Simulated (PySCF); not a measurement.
**A gas-phase reaction: BrCl3Zr + ClH → Cl4Zr + BrH**

What reaction energy should one expect for `[Cl][Zr]([Cl])([Cl])[Br]` + `Cl` → `[Cl][Zr]([Cl])([Cl])[Cl]` + `Br`?

Programs: PySCF 2.14.0. All values are calculated, for the isolated system unless a continuum is named. Atoms count from 0, parts from 1.

## (1) Starting point

Each species was relaxed by itself at PBE0-D3(BJ)/def2-SVP.

## (2) Reaction energy: wB97M-D3(BJ)/def2-TZVPD

What the job is given:

```
{"job": {"kind": "react", "xc": "wB97M-D3(BJ)", "basis": "def2-TZVPD"}, "charge": 0, "multiplicity": 1}
-1 BrCl3Zr charge 0 multiplicity 1
Cl     1.873100    -1.308560     0.499360
Zr     0.007500    -0.041720    -0.040450
Cl    -1.873870    -1.396530    -0.063750
Cl     0.296410     0.920520    -2.130800
Br    -0.291050     1.730100     1.654820

-1 ClH charge 0 multiplicity 1
Cl     0.642900    -0.006240    -0.006980
H     -0.642000     0.007090     0.007380

+1 Cl4Zr charge 0 multiplicity 1
Cl    -0.382410     1.201550    -1.991700
Zr    -0.022170     0.023560    -0.022880
Cl     1.937840    -1.209580    -0.193520
Cl    -1.804470    -1.416170     0.354050
Cl     0.159820     1.514810     1.747380

+1 BrH charge 0 multiplicity 1
Br     0.713890    -0.005100    -0.007370
H     -0.708090     0.008320     0.007090
```

Level: wB97M-D3(BJ)/def2-TZVPD reaction energy of separated species, gas phase.

Launch:

```console
$ OMP_NUM_THREADS=1 python cluster_run.py task.json out
```

One launch serves the whole session: the jobs run in the order shown.

What it wrote:

```text
species 1 (BrCl3Zr)
coarse grid: 34488 points
cycle   1  E = -4002.1345435538  dE = -6.245e+00  |g| = 7.980e-01  |ddm| = 4.352e+00
cycle   2  E = -4002.1319831998  dE =  2.560e-03  |g| = 7.599e-01  |ddm| = 1.435e+00
cycle   3  E = -4002.2822166016  dE = -1.502e-01  |g| = 1.019e-01  |ddm| = 6.876e-01
cycle   4  E = -4002.2845882672  dE = -2.372e-03  |g| = 2.938e-02  |ddm| = 1.218e-01
cycle   5  E = -4002.2847591516  dE = -1.709e-04  |g| = 7.273e-03  |ddm| = 2.968e-02
cycle   6  E = -4002.2847749551  dE = -1.580e-05  |g| = 2.892e-03  |ddm| = 1.041e-02
cycle   7  E = -4002.2847781836  dE = -3.229e-06  |g| = 6.880e-04  |ddm| = 3.628e-03
final grid: 62720 points
cycle   8  E = -4002.2849675420  dE = -7.746e-07  |g| = 4.141e-04  |ddm| = 4.748e-03
cycle   9  E = -4002.2849676187  dE = -7.667e-08  |g| = 3.693e-04  |ddm| = 9.700e-04
cycle  10  E = -4002.2849676588  dE = -4.010e-08  |g| = 1.171e-04  |ddm| = 3.602e-04
cycle  11  E = -4002.2849676700  dE = -1.124e-08  |g| = 5.412e-05  |ddm| = 2.468e-04
cycle  12  E = -4002.2849676715  dE = -1.519e-09  |g| = 1.038e-05  |ddm| = 9.041e-05
cycle  13  E = -4002.2849676716  dE = -8.367e-11  |g| = 2.724e-06  |ddm| = 2.669e-05
converged SCF energy = -4002.2849676716

species 2 (ClH)
coarse grid: 8792 points
cycle   1  E = -460.8504705316  dE = -7.961e-02  |g| = 2.164e-01  |ddm| = 7.252e-01
cycle   2  E = -460.8625887056  dE = -1.212e-02  |g| = 1.390e-01  |ddm| = 2.643e-01
cycle   3  E = -460.8670816988  dE = -4.493e-03  |g| = 1.353e-02  |ddm| = 9.764e-02
cycle   4  E = -460.8671226581  dE = -4.096e-05  |g| = 3.354e-03  |ddm| = 9.528e-03
cycle   5  E = -460.8671288689  dE = -6.211e-06  |g| = 8.469e-04  |ddm| = 3.902e-03
final grid: 17120 points
cycle   6  E = -460.8670974010  dE = -3.662e-07  |g| = 3.646e-04  |ddm| = 8.814e-04
cycle   7  E = -460.8670974465  dE = -4.550e-08  |g| = 1.603e-04  |ddm| = 3.947e-04
cycle   8  E = -460.8670974530  dE = -6.449e-09  |g| = 4.180e-05  |ddm| = 1.281e-04
cycle   9  E = -460.8670974542  dE = -1.290e-09  |g| = 3.854e-06  |ddm| = 6.463e-05
cycle  10  E = -460.8670974542  dE = -3.070e-12  |g| = 8.060e-07  |ddm| = 3.232e-06
converged SCF energy = -460.8670974542

species 3 (Cl4Zr)
coarse grid: 33472 points
cycle   1  E = -1888.2784958268  dE = -5.287e+00  |g| = 6.710e-01  |ddm| = 4.274e+00
cycle   2  E = -1888.2914329380  dE = -1.294e-02  |g| = 5.998e-01  |ddm| = 1.189e+00
cycle   3  E = -1888.3891977246  dE = -9.776e-02  |g| = 1.075e-01  |ddm| = 5.310e-01
cycle   4  E = -1888.3918956729  dE = -2.698e-03  |g| = 2.304e-02  |ddm| = 1.160e-01
cycle   5  E = -1888.3919960576  dE = -1.004e-04  |g| = 4.097e-03  |ddm| = 2.308e-02
cycle   6  E = -1888.3920060118  dE = -9.954e-06  |g| = 1.058e-03  |ddm| = 8.862e-03
final grid: 61392 points
cycle   7  E = -1888.3917787020  dE = -1.239e-06  |g| = 5.773e-04  |ddm| = 3.583e-03
cycle   8  E = -1888.3917788376  dE = -1.356e-07  |g| = 5.379e-04  |ddm| = 1.362e-03
cycle   9  E = -1888.3917789172  dE = -7.967e-08  |g| = 1.421e-04  |ddm| = 4.869e-04
cycle  10  E = -1888.3917789347  dE = -1.752e-08  |g| = 5.070e-05  |ddm| = 3.087e-04
cycle  11  E = -1888.3917789363  dE = -1.563e-09  |g| = 9.566e-06  |ddm| = 8.140e-05
cycle  12  E = -1888.3917789364  dE = -8.458e-11  |g| = 4.314e-06  |ddm| = 2.148e-05
converged SCF energy = -1888.3917789364

species 4 (BrH)
coarse grid: 9808 points
cycle   1  E = -2574.7445270653  dE = -1.114e+00  |g| = 2.813e-01  |ddm| = 9.891e-01
cycle   2  E = -2574.7574656463  dE = -1.294e-02  |g| = 1.487e-01  |ddm| = 2.652e-01
cycle   3  E = -2574.7608924471  dE = -3.427e-03  |g| = 8.639e-03  |ddm| = 8.694e-02
cycle   4  E = -2574.7609297374  dE = -3.729e-05  |g| = 2.515e-03  |ddm| = 1.266e-02
cycle   5  E = -2574.7609341378  dE = -4.400e-06  |g| = 6.636e-04  |ddm| = 4.933e-03
final grid: 18448 points
cycle   6  E = -2574.7609188682  dE = -1.901e-07  |g| = 4.146e-04  |ddm| = 9.403e-04
cycle   7  E = -2574.7609188958  dE = -2.762e-08  |g| = 2.983e-04  |ddm| = 4.151e-04
cycle   8  E = -2574.7609189036  dE = -7.836e-09  |g| = 3.346e-05  |ddm| = 1.454e-04
cycle   9  E = -2574.7609189047  dE = -1.038e-09  |g| = 1.092e-05  |ddm| = 6.317e-05
cycle  10  E = -2574.7609189047  dE = -5.275e-11  |g| = 1.699e-06  |ddm| = 1.272e-05
converged SCF energy = -2574.7609189047

Reaction energy = -0.340 kcal/mol
```

It took 56 s on 1 thread of Arm Neoverse V1, shared host; peak memory 0.86 GiB.

Species by species (with the dispersion term, which the log's SCF energies lack):

```csv
ν,species,energy (Eh),HOMO (eV)
-1,[Cl][Zr]([Cl])([Cl])[Br],-4002.29173,-11.46
-1,Cl,-460.86764,-11.93
+1,[Cl][Zr]([Cl])([Cl])[Cl],-1888.39843,-12.00
+1,Br,-2574.76149,-11.15
```

## (3) Energies of the species: PBE0-D3(BJ)/def2-TZVPD

Same as in step 2 but for these lines:

```diff
@@ -1,2 +1,2 @@
-{"job": {"kind": "react", "xc": "wB97M-D3(BJ)", "basis": "def2-TZVPD"}, "charge": 0, "multiplicity": 1}
+{"job": {"kind": "react", "xc": "PBE0", "basis": "def2-TZVPD", "disp": "d3bj"}, "charge": 0, "multiplicity": 1}
 -1 BrCl3Zr charge 0 multiplicity 1
```

Level: PBE0-D3(BJ)/def2-TZVPD reaction energy of separated species, gas phase.

What it wrote:

```text
species 1 (BrCl3Zr)
coarse grid: 34488 points
cycle   1  E = -4000.3859004532  dE = -5.211e+00  |g| = 2.110e+00  |ddm| = 4.641e+00
cycle   2  E = -3999.4694127535  dE =  9.165e-01  |g| = 2.526e+00  |ddm| = 3.409e+00
cycle   3  E = -4001.3938780554  dE = -1.924e+00  |g| = 3.065e-01  |ddm| = 2.093e+00
cycle   4  E = -4001.4098450380  dE = -1.597e-02  |g| = 1.656e-01  |ddm| = 4.551e-01
cycle   5  E = -4001.4164543310  dE = -6.609e-03  |g| = 7.069e-02  |ddm| = 2.038e-01
cycle   6  E = -4001.4174388842  dE = -9.846e-04  |g| = 1.154e-02  |ddm| = 6.020e-02
cycle   7  E = -4001.4174720110  dE = -3.313e-05  |g| = 3.153e-03  |ddm| = 1.012e-02
cycle   8  E = -4001.4174742102  dE = -2.199e-06  |g| = 7.256e-04  |ddm| = 2.465e-03
final grid: 62720 points
cycle   9  E = -4001.4176853242  dE = -4.590e-08  |g| = 1.221e-03  |ddm| = 3.836e-03
cycle  10  E = -4001.4176837210  dE =  1.603e-06  |g| = 2.678e-03  |ddm| = 2.997e-03
cycle  11  E = -4001.4176857289  dE = -2.008e-06  |g| = 2.124e-04  |ddm| = 2.114e-03
cycle  12  E = -4001.4176857409  dE = -1.196e-08  |g| = 2.772e-05  |ddm| = 1.864e-04
cycle  13  E = -4001.4176857410  dE = -1.182e-10  |g| = 6.670e-06  |ddm| = 2.444e-05
converged SCF energy = -4001.4176857410

species 2 (ClH)
coarse grid: 2248 points
cycle   1  E = -460.6539458832  dE = -4.479e-02  |g| = 1.875e-01  |ddm| = 7.423e-01
cycle   2  E = -460.6560479550  dE = -2.102e-03  |g| = 1.889e-01  |ddm| = 3.137e-01
cycle   3  E = -460.6654254843  dE = -9.378e-03  |g| = 1.501e-02  |ddm| = 1.504e-01
cycle   4  E = -460.6654474406  dE = -2.196e-05  |g| = 2.699e-03  |ddm| = 7.306e-03
cycle   5  E = -460.6654490001  dE = -1.559e-06  |g| = 1.101e-03  |ddm| = 2.546e-03
final grid: 17120 points
cycle   6  E = -460.6659171187  dE = -4.409e-06  |g| = 2.181e-03  |ddm| = 7.354e-03
cycle   7  E = -460.6659171530  dE = -3.430e-08  |g| = 1.812e-03  |ddm| = 2.549e-03
cycle   8  E = -460.6659177797  dE = -6.267e-07  |g| = 1.516e-04  |ddm| = 1.377e-03
cycle   9  E = -460.6659177864  dE = -6.720e-09  |g| = 2.192e-05  |ddm| = 1.070e-04
cycle  10  E = -460.6659177865  dE = -1.116e-10  |g| = 4.868e-06  |ddm| = 1.709e-05
converged SCF energy = -460.6659177865

species 3 (Cl4Zr)
coarse grid: 33472 points
cycle   1  E = -1886.9001289957  dE = -4.516e+00  |g| = 1.731e+00  |ddm| = 4.505e+00
cycle   2  E = -1886.1651376936  dE =  7.350e-01  |g| = 2.164e+00  |ddm| = 2.801e+00
cycle   3  E = -1887.6125169807  dE = -1.447e+00  |g| = 2.351e-01  |ddm| = 1.705e+00
cycle   4  E = -1887.6232471608  dE = -1.073e-02  |g| = 6.736e-02  |ddm| = 2.767e-01
cycle   5  E = -1887.6241850294  dE = -9.379e-04  |g| = 1.721e-02  |ddm| = 7.236e-02
cycle   6  E = -1887.6242483954  dE = -6.337e-05  |g| = 4.404e-03  |ddm| = 1.406e-02
cycle   7  E = -1887.6242531727  dE = -4.777e-06  |g| = 7.284e-04  |ddm| = 2.510e-03
final grid: 61392 points
cycle   8  E = -1887.6241206100  dE =  1.395e-07  |g| = 1.371e-03  |ddm| = 2.572e-03
cycle   9  E = -1887.6241184192  dE =  2.191e-06  |g| = 3.106e-03  |ddm| = 3.169e-03
cycle  10  E = -1887.6241211534  dE = -2.734e-06  |g| = 8.845e-05  |ddm| = 2.214e-03
cycle  11  E = -1887.6241211549  dE = -1.506e-09  |g| = 9.240e-06  |ddm| = 7.405e-05
cycle  12  E = -1887.6241211549  dE = -1.955e-11  |g| = 4.921e-06  |ddm| = 1.185e-05
converged SCF energy = -1887.6241211549

species 4 (BrH)
coarse grid: 9808 points
cycle   1  E = -2574.4494959708  dE = -1.080e+00  |g| = 2.722e-01  |ddm| = 1.043e+00
cycle   2  E = -2574.4541293719  dE = -4.633e-03  |g| = 1.697e-01  |ddm| = 2.595e-01
cycle   3  E = -2574.4588726572  dE = -4.743e-03  |g| = 2.987e-02  |ddm| = 1.190e-01
cycle   4  E = -2574.4591012147  dE = -2.286e-04  |g| = 4.144e-03  |ddm| = 2.197e-02
cycle   5  E = -2574.4591051990  dE = -3.984e-06  |g| = 1.308e-03  |ddm| = 4.257e-03
final grid: 18448 points
cycle   6  E = -2574.4591063319  dE = -6.974e-08  |g| = 1.372e-03  |ddm| = 2.019e-03
cycle   7  E = -2574.4591063461  dE = -1.424e-08  |g| = 1.396e-03  |ddm| = 1.787e-03
cycle   8  E = -2574.4591065662  dE = -2.200e-07  |g| = 5.112e-05  |ddm| = 8.377e-04
cycle   9  E = -2574.4591065669  dE = -6.758e-10  |g| = 1.020e-05  |ddm| = 4.388e-05
converged SCF energy = -2574.4591065669

Reaction energy = 0.478 kcal/mol
```

Wall time 31 s (1 thread of Arm Neoverse V1, shared host); peak memory 0.76 GiB.

Reaction energy at this level: 0.48 kcal/mol.

## (4) Comparing the runs

Energies in kcal/mol, with wall time:

```csv
run,reaction,time
wB97M-D3(BJ)/def2-TZVPD,-0.34,56 s
PBE0-D3(BJ)/def2-TZVPD,0.48,31 s
```

## (5) Summary of results

| quantity | value |
| --- | --- |
| reaction energy (wB97M-D3(BJ)/def2-TZVPD) | -0.34 kcal/mol |
| ΔH, ΔG at 298 K (xTB thermal terms) | -0.5, +0.1 kcal/mol |
| range of the reaction energy over the runs of this table | -0.34 to 0.48 kcal/mol |

The reaction is exothermic by 0.5 kcal/mol in the gas phase; dispersion gives +0.06, and xTB itself gave 7.04 for the electronic energy (xTB energies and thermal terms come from the earlier relaxation of each species, not shown). No barrier was sought. The reaction energy runs from -0.34 (wB97M-D3(BJ)/def2-TZVPD) to 0.48 kcal/mol (PBE0-D3(BJ)/def2-TZVPD). The runs differ in sign, so the sign is not settled.
